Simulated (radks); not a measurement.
**Numerical settings for Mo**

How sensitive is the result for neutral molybdenum to mesh, mixing and thresholds? A default run comes first. The defaults are a mesh step of 0.008 in ln r, a mesh end at 40 bohr or more, Anderson mixing 0.5 over 9 steps and a tight residual threshold, with the energy settled to 1e-9 hartree as well; every run has a cap on iterations.

Method: scalar-relativistic Kohn-Sham, r2SCAN, spin-polarised, spherical densities, finite nucleus; open shells are filled with parallel spins first. Code: radks (a radial shooting solver on a logarithmic mesh, Libxc functionals) version 1.

**1. The system**

| Property | Result |
| --- | --- |
| element | molybdenum (Z = 42) |
| charge | 0 |
| electrons | 42 |
| configuration | [Kr] 4d5 5s1 |
| nuclear rms radius | 4.4091 fm |

Outer shells as boxes (Hund's rule):

Mo
```
[Kr] core
4d [↑ ][↑ ][↑ ][↑ ][↑ ]
5s [↑ ]
```

In the logs a row gives level, spin channel, occupation and eigenvalue; Etot, Ekin, Encl (electron-nucleus), Eh (Hartree) and Exc are energies, all in hartree; err is the last residual, it the number of iterations.

**2. Default settings**

Settings of this run:

```text
Z 42
configuration [Kr] 4d5 5s1
relativity scalar-relativistic
functional r2scan,r2scan
spin polarised
nucleus finite rms 4.4091 fm
c 137.035999084
max_iterations 74
```

Run with:

```sh
$ python run_ks.py task.json out
```

The same process makes all the runs of this session.

What it wrote:

```text
1s      1   1.0000        -730.02047906
2s      1   1.0000        -103.53265156
2p      1   3.0000         -92.45595493
3s      1   1.0000         -17.79225705
3p      1   3.0000         -14.12892411
3d      1   5.0000          -8.19024561
4s      1   1.0000          -2.45626567
4p      1   3.0000          -1.48774670
4d      1   5.0000          -0.17709308
5s      1   1.0000          -0.17935811
1s      2   1.0000        -730.02124098
2s      2   1.0000        -103.50718225
2p      2   3.0000         -92.43767625
3s      2   1.0000         -17.78379315
3p      2   3.0000         -14.11791336
3d      2   5.0000          -8.16927087
4s      2   1.0000          -2.33355493
4p      2   3.0000          -1.34682146
4d      2   0.0000           0.00016324
5s      2   0.0000          -0.02946778
Etot -4049.361676290303
Ekin 4175.305993197666
Encl -9759.740281701961
Eh 1659.2411522103416
Exc -124.16853999634932
err 1.1869349967838006e-07
it 13
```

Wall time 0.2 s (1 thread of Arm Neoverse V1, shared host); peak memory 0.24 GiB.

The top filled level is 4d up, -4.819 eV.

Radial moments (bohr):

| level | occupation | energy (eV) | <r> | outermost maximum (interpolated) | 90 % within | nodes |
| --- | --- | --- | --- | --- | --- | --- |
| 3d up | 5 | -222.87 | 0.4153 | 0.323 | 0.663 | 0 |
| 3d down | 5 | -222.30 | 0.4153 | 0.324 | 0.663 | 0 |
| 4s up | 1 | -66.838 | 1.118 | 0.995 | 1.63 | 3 |
| 4s down | 1 | -63.499 | 1.106 | 0.986 | 1.61 | 3 |
| 4p up | 3 | -40.484 | 1.250 | 1.08 | 1.86 | 2 |
| 4p down | 3 | -36.649 | 1.230 | 1.07 | 1.82 | 2 |
| 5s up | 1 | -4.881 | 3.418 | 2.87 | 5.09 | 4 |
| 4d up | 5 | -4.819 | 1.955 | 1.39 | 3.22 | 1 |

Radial density 4πr²ρ:

| r (bohr) | 4πr²ρ (e/bohr) |
| --- | --- |
| 0.00159 | 1.910 |
| 0.00247 | 4.100 |
| 0.00380 | 8.342 |
| 0.00590 | 16.16 |
| 0.00909 | 28.15 |
| 0.0141 | 42.84 |
| 0.0217 | 52.54 |
| 0.0338 | 50.01 |
| 0.0520 | 45.03 |
| 0.0808 | 57.88 |
| 0.124 | 63.85 |
| 0.193 | 42.80 |
| 0.297 | 48.05 |
| 0.462 | 37.87 |
| 0.711 | 12.75 |
| 1.10 | 11.41 |
| 1.70 | 5.517 |
| 2.62 | 1.673 |
| 4.07 | 0.4506 |
| 6.27 | 0.04707 |

**3. Mesh step in ln r 0.2**

Input: that of step 2 with these lines changed.

```diff
@@ -7,2 +7,3 @@
 c 137.035999084
+mesh_step 0.2
 max_iterations 74
```

What it wrote:

```text
5s      2   0.0000         -18.40915123
Etot None
Ekin -2.7186528910740367e+34
Encl -7.593285941035222e+28
Eh 1.8743740158197835e+53
Exc None
err None
it 2
```

Run time: 0.01 s. Hardware: 1 thread of Arm Neoverse V1, shared host; peak memory 0.24 GiB.

An occupied level is unbound or could not be solved, so this is no valid solution, whatever the residual; it is left out below.

**4. Mesh step in ln r 0.05**

Input: that of step 3 with these lines changed.

```diff
@@ -7,3 +7,3 @@
 c 137.035999084
-mesh_step 0.2
+mesh_step 0.05
 max_iterations 74
```

What it wrote:

```text
1s      1   1.0000        -730.02048374
2s      1   1.0000        -103.53324828
2p      1   3.0000         -92.45607414
3s      1   1.0000         -17.79235019
3p      1   3.0000         -14.12901792
3d      1   5.0000          -8.19033024
4s      1   1.0000          -2.45626851
4p      1   3.0000          -1.48774703
4d      1   5.0000          -0.17709430
5s      1   1.0000          -0.17935727
1s      2   1.0000        -730.02124577
2s      2   1.0000        -103.50780445
2p      2   3.0000         -92.43781353
3s      2   1.0000         -17.78388819
3p      2   3.0000         -14.11800855
3d      2   5.0000          -8.16928420
4s      2   1.0000          -2.33355666
4p      2   3.0000          -1.34682133
4d      2   0.0000           0.00018141
5s      2   0.0000          -0.02651686
Etot -4049.364050766553
Ekin 4175.299071287425
Encl -9759.734909548428
Eh 1659.2402468813239
Exc -124.16845938687449
err 1.6033023359039957e-07
it 11
```

Wall time 0.04 s (1 thread of Arm Neoverse V1, shared host); peak memory 0.24 GiB.

Change of E against the default run: -2.374 mhartree.

**5. Mesh step in ln r 0.08**

Input: that of step 4 with these lines changed.

```diff
@@ -7,3 +7,3 @@
 c 137.035999084
-mesh_step 0.05
+mesh_step 0.08
 max_iterations 74
```

What it wrote:

```text
1s      1   1.0000        -730.48546474
2s      1   1.0000        -104.48990360
2p      1   3.0000         -93.45240351
3p      1   3.0000         -15.24656485
3d      1   5.0000          -9.32284362
4p      1   3.0000          -2.36086064
1s      2   1.0000        -730.47069311
2s      2   1.0000        -104.44795268
2p      2   3.0000         -93.41710384
3p      2   3.0000         -15.19170392
3d      2   5.0000          -9.26339622
4s      2   1.0000          -3.20140743
4p      2   3.0000          -2.19596513
4d      2   0.0000          -0.50788078
5s      2   0.0000          -0.38357964
Etot 4.077501916187822e+19
Ekin 75385531954.95903
Encl -412407781565.9706
Eh 4.077502756112505e+19
Exc -8062224586611.82
err 117041042333990.55
it 6
```

It took 0.03 s on 1 thread of Arm Neoverse V1, shared host; peak memory 0.24 GiB.

An occupied level is unbound or could not be solved, so this is no valid solution, whatever the residual; it is left out below.

**6. Mesh end (bohr) 20**

Input: that of step 5 with these lines changed.

```diff
@@ -7,3 +7,3 @@
 c 137.035999084
-mesh_step 0.08
+mesh_end 20
 max_iterations 74
```

What it wrote:

```text
1s      1   1.0000        -730.02047904
2s      1   1.0000        -103.53265154
2p      1   3.0000         -92.45595491
3s      1   1.0000         -17.79225703
3p      1   3.0000         -14.12892409
3d      1   5.0000          -8.19024559
4s      1   1.0000          -2.45626565
4p      1   3.0000          -1.48774668
4d      1   5.0000          -0.17709306
5s      1   1.0000          -0.17935810
1s      2   1.0000        -730.02124096
2s      2   1.0000        -103.50718223
2p      2   3.0000         -92.43767623
3s      2   1.0000         -17.78379314
3p      2   3.0000         -14.11791334
3d      2   5.0000          -8.16927085
4s      2   1.0000          -2.33355491
4p      2   3.0000          -1.34682144
4d      2   0.0000           0.00328816
5s      2   0.0000          -0.02940915
Etot -4049.3616762880333
Ekin 4175.305993248504
Encl -9759.740282562021
Eh 1659.2411530438753
Exc -124.16854001839141
err 1.1869446589859254e-07
it 13
```

Wall time 0.19 s (1 thread of Arm Neoverse V1, shared host); peak memory 0.24 GiB.

Change of E against the default run: under 1e-4 mhartree.

**7. Mesh end (bohr) 2**

Input: that of step 6 with these lines changed.

```diff
@@ -7,3 +7,3 @@
 c 137.035999084
-mesh_end 20
+mesh_end 2
 max_iterations 74
```

What it wrote:

```text
1s      1   1.0000        -727.07668294
2s      1   1.0000        -100.71294845
2p      1   3.0000         -89.61385852
3s      1   1.0000         -15.24364588
3p      1   3.0000         -11.58803717
3d      1   5.0000          -5.64852416
4s      1   1.0000          -0.59001148
4p      1   3.0000           0.45999767
4d      1   5.0000           2.18226079
5s      1   1.0000           5.45414800
1s      2   1.0000        -727.06669359
2s      2   1.0000        -100.63783545
2p      2   3.0000         -89.55564086
3s      2   1.0000         -15.20786286
3p      2   3.0000         -11.54385200
3d      2   5.0000          -5.57651949
4s      2   1.0000          -0.32653817
4p      2   3.0000           0.73282928
4d      2   0.0000           2.46865290
5s      2   0.0000           5.73326247
Etot -4035.8640240805753
Ekin 4222.601799129243
Encl -9885.915652236317
Eh 1755.6127240032545
Exc -128.1628949767556
err 3.2080036233294104e-06
it 11
```

Wall time 0.14 s (1 thread of Arm Neoverse V1, shared host); peak memory 0.24 GiB.

At least one occupied level has no bound solution here (a level that could not be solved has no row), so no value is taken from this run.

**8. Residual threshold 1e-05**

Input: that of step 7 with these lines changed.

```diff
@@ -7,3 +7,3 @@
 c 137.035999084
-mesh_end 2
+threshold 1e-05
 max_iterations 74
```

What it wrote:

```text
1s      1   1.0000        -730.02047646
2s      1   1.0000        -103.53264617
2p      1   3.0000         -92.45595103
3s      1   1.0000         -17.79225119
3p      1   3.0000         -14.12891841
3d      1   5.0000          -8.19023947
4s      1   1.0000          -2.45626448
4p      1   3.0000          -1.48774347
4d      1   5.0000          -0.17708779
5s      1   1.0000          -0.17935514
1s      2   1.0000        -730.02123582
2s      2   1.0000        -103.50717614
2p      2   3.0000         -92.43767045
3s      2   1.0000         -17.78378590
3p      2   3.0000         -14.11790567
3d      2   5.0000          -8.16926216
4s      2   1.0000          -2.33354496
4p      2   3.0000          -1.34681421
4d      2   0.0000           0.00016325
5s      2   0.0000          -0.02946525
Etot -4049.361676287139
Ekin 4175.3059364059745
Encl -9759.740070283919
Eh 1659.2409903050943
Exc -124.16853271428893
err 2.181158475540831e-05
it 9
```

Run time: 0.15 s. Hardware: 1 thread of Arm Neoverse V1, shared host; peak memory 0.24 GiB.

Change of E against the default run: under 1e-4 mhartree.

**9. Residual threshold 0.01**

Input: that of step 8 with these lines changed.

```diff
@@ -7,3 +7,3 @@
 c 137.035999084
-threshold 1e-05
+threshold 0.01
 max_iterations 74
```

What it wrote:

```text
1s      1   1.0000        -730.02053707
2s      1   1.0000        -103.53267536
2p      1   3.0000         -92.45598118
3s      1   1.0000         -17.79229554
3p      1   3.0000         -14.12896427
3d      1   5.0000          -8.19028565
4s      1   1.0000          -2.45631437
4p      1   3.0000          -1.48778397
4d      1   5.0000          -0.17710912
5s      1   1.0000          -0.17936368
1s      2   1.0000        -730.02128928
2s      2   1.0000        -103.50720747
2p      2   3.0000         -92.43769833
3s      2   1.0000         -17.78382554
3p      2   3.0000         -14.11794551
3d      2   5.0000          -8.16930260
4s      2   1.0000          -2.33357900
4p      2   3.0000          -1.34685191
4d      2   0.0000           0.00016326
5s      2   0.0000          -0.02946666
Etot -4049.3616769037135
Ekin 4175.307030960578
Encl -9759.744231328785
Eh 1659.2441646464
Exc -124.1686411819071
err 0.00011286189097290185
it 8
```

Wall time 0.14 s (1 thread of Arm Neoverse V1, shared host); peak memory 0.24 GiB.

Change of E against the default run: -0.0006134 mhartree.

**10. Mixing 0.2**

Input: that of step 9 with these lines changed.

```diff
@@ -7,3 +7,3 @@
 c 137.035999084
-threshold 0.01
+mixing 0.2
 max_iterations 74
```

What it wrote:

```text
1s      1   1.0000        -730.02047975
2s      1   1.0000        -103.53265090
2p      1   3.0000         -92.45595446
3s      1   1.0000         -17.79225698
3p      1   3.0000         -14.12892403
3d      1   5.0000          -8.19024537
4s      1   1.0000          -2.45626536
4p      1   3.0000          -1.48774628
4d      1   5.0000          -0.17709248
5s      1   1.0000          -0.17935768
1s      2   1.0000        -730.02124159
2s      2   1.0000        -103.50718154
2p      2   3.0000         -92.43767570
3s      2   1.0000         -17.78379307
3p      2   3.0000         -14.11791326
3d      2   5.0000          -8.16927058
4s      2   1.0000          -2.33355446
4p      2   3.0000          -1.34682098
4d      2   0.0000           0.00016324
5s      2   0.0000          -0.02946721
Etot -4049.361676286681
Ekin 4175.305994417413
Encl -9759.74029127135
Eh 1659.2411607422387
Exc -124.16854017498284
err 9.794619173869601e-07
it 15
```

Wall time 0.23 s (1 thread of Arm Neoverse V1, shared host); peak memory 0.24 GiB.

Change of E against the default run: under 1e-4 mhartree.

**11. Mixing history 1, mixing 0.2**

Input: that of step 10 with these lines changed.

```diff
@@ -7,2 +7,3 @@
 c 137.035999084
+history 1
 mixing 0.2
```

What it wrote:

```text
1s      1   1.0000        -730.02047253
2s      1   1.0000        -103.53264988
2p      1   3.0000         -92.45595411
3s      1   1.0000         -17.79225672
3p      1   3.0000         -14.12892404
3d      1   5.0000          -8.19024571
4s      1   1.0000          -2.45626562
4p      1   3.0000          -1.48774659
4d      1   5.0000          -0.17709294
5s      1   1.0000          -0.17935802
1s      2   1.0000        -730.02123432
2s      2   1.0000        -103.50718065
2p      2   3.0000         -92.43767543
3s      2   1.0000         -17.78379274
3p      2   3.0000         -14.11791319
3d      2   5.0000          -8.16927088
4s      2   1.0000          -2.33355473
4p      2   3.0000          -1.34682144
4d      2   0.0000           0.00016323
5s      2   0.0000          -0.02946792
Etot -4049.3616759920465
Ekin 4175.305968778587
Encl -9759.740258747304
Eh 1659.2411537359503
Exc -124.16853975927958
err 3.840404402683308e-06
it 62
```

Wall time 0.76 s (1 thread of Arm Neoverse V1, shared host); peak memory 0.24 GiB.

Change of E against the default run: +0.0002983 mhartree.

**12. Mixing history 1, mixing 0.8**

Input: that of step 11 with these lines changed.

```diff
@@ -8,3 +8,3 @@
 history 1
-mixing 0.2
+mixing 0.8
 max_iterations 74
```

What it wrote:

```text
1s      1   1.0000        -730.00189057
2s      1   1.0000        -103.51576646
2p      1   3.0000         -92.43876722
3s      1   1.0000         -17.77911853
3p      1   3.0000         -14.11580294
3d      1   5.0000          -8.17694197
4s      1   1.0000          -2.44875139
4p      1   3.0000          -1.48090959
4d      1   5.0000          -0.17261389
5s      1   1.0000          -0.17751893
1s      2   1.0000        -730.00264743
2s      2   1.0000        -103.49014544
3s      2   1.0000         -17.77060265
3p      2   3.0000         -92.42037383
4s      2   1.0000          -2.32539961
4p      2   3.0000         -14.10472309
4d      2   0.0000          -0.50788112
5s      2   0.0000          -0.38358270
Etot 3.500956320677575e+24
Ekin 96734806598385.34
Encl -232564249168849.3
Eh 3.500956347373904e+24
Exc -2.6560499600584744e+16
err 8.629331194572003e+17
it 36
```

It took 0.56 s on 1 thread of Arm Neoverse V1, shared host; peak memory 0.24 GiB.

At least one occupied level has no bound solution here (a level that could not be solved has no row), so no value is taken from this run.

**13. Mixing history 2**

Input: that of step 12 with these lines changed.

```diff
@@ -7,4 +7,3 @@
 c 137.035999084
-history 1
-mixing 0.8
+history 2
 max_iterations 74
```

What it wrote:

```text
1s      1   1.0000        -730.02047685
2s      1   1.0000        -103.53265161
2p      1   3.0000         -92.45595463
3s      1   1.0000         -17.79225745
3p      1   3.0000         -14.12892442
3d      1   5.0000          -8.19024592
4s      1   1.0000          -2.45626565
4p      1   3.0000          -1.48774676
4d      1   5.0000          -0.17709322
5s      1   1.0000          -0.17935822
1s      2   1.0000        -730.02123887
2s      2   1.0000        -103.50718228
2p      2   3.0000         -92.43767598
3s      2   1.0000         -17.78379363
3p      2   3.0000         -14.11791376
3d      2   5.0000          -8.16927126
4s      2   1.0000          -2.33355512
4p      2   3.0000          -1.34682155
4d      2   0.0000           0.00016324
5s      2   0.0000          -0.02946785
Etot -4049.361676275968
Ekin 4175.305983330976
Encl -9759.740270651357
Eh 1659.2411510211668
Exc -124.16853997675446
err 3.5866020645267914e-06
it 16
```

Wall time 0.23 s (1 thread of Arm Neoverse V1, shared host); peak memory 0.24 GiB.

Change of E against the default run: under 1e-4 mhartree.

**14. Iteration cap 8**

Input: that of step 13 with these lines changed.

```diff
@@ -7,3 +7,2 @@
 c 137.035999084
-history 2
-max_iterations 74
+max_iterations 8
```

What it wrote:

```text
1s      1   1.0000        -730.02047646
2s      1   1.0000        -103.53264617
2p      1   3.0000         -92.45595103
3s      1   1.0000         -17.79225119
3p      1   3.0000         -14.12891841
3d      1   5.0000          -8.19023947
4s      1   1.0000          -2.45626448
4p      1   3.0000          -1.48774347
4d      1   5.0000          -0.17708779
5s      1   1.0000          -0.17935514
1s      2   1.0000        -730.02123582
2s      2   1.0000        -103.50717614
2p      2   3.0000         -92.43767045
3s      2   1.0000         -17.78378590
3p      2   3.0000         -14.11790567
3d      2   5.0000          -8.16926216
4s      2   1.0000          -2.33354496
4p      2   3.0000          -1.34681421
4d      2   0.0000          -0.50788112
5s      2   0.0000          -0.38358270
Etot -4049.361676287139
Ekin 4175.3059364059745
Encl -9759.740070283919
Eh 1659.2409903050943
Exc -124.16853271428893
err 2.181158475540831e-05
it 8
```

Wall time 0.13 s (1 thread of Arm Neoverse V1, shared host); peak memory 0.24 GiB.

The cycle did not converge; nothing is taken from this run.

**15. Summary of results**

| setting | mesh points | iterations | converged | change of E (mhartree) | time |
| --- | --- | --- | --- | --- | --- |
| Default settings | 2437 | 13 | yes | 0 | 0.2 s |
| mesh step in ln r 0.2 | 98 | 2 | no | - | 0.01 s |
| mesh step in ln r 0.05 | 390 | 11 | yes | -2.374 | 0.04 s |
| mesh step in ln r 0.08 | 244 | 6 | no | - | 0.03 s |
| mesh end (bohr) 20 | 2102 | 13 | yes | 0 | 0.19 s |
| mesh end (bohr) 2 | 1814 | 11 | no | - | 0.14 s |
| residual threshold 1e-05 | 2437 | 9 | yes | 0 | 0.15 s |
| residual threshold 0.01 | 2437 | 8 | yes | -0.0006134 | 0.14 s |
| mixing 0.2 | 2437 | 15 | yes | 0 | 0.23 s |
| mixing history 1, mixing 0.2 | 2437 | 62 | yes | +0.0002983 | 0.76 s |
| mixing history 1, mixing 0.8 | 2437 | 36 | no | - | 0.56 s |
| mixing history 2 | 2437 | 16 | yes | 0 | 0.23 s |
| iteration cap 8 | 2437 | 8 | no | - | 0.13 s |

In words: A zero stands for a change under the printed digits. Converged yet off by more than 1 mhartree: mesh step in ln r 0.05. Convergence of the cycle says nothing about the mesh. Not converged or rejected: mesh step in ln r 0.2; mesh step in ln r 0.08; mesh end (bohr) 2; mixing history 1, mixing 0.8; iteration cap 8. A mesh that ends early acts as a hard wall.
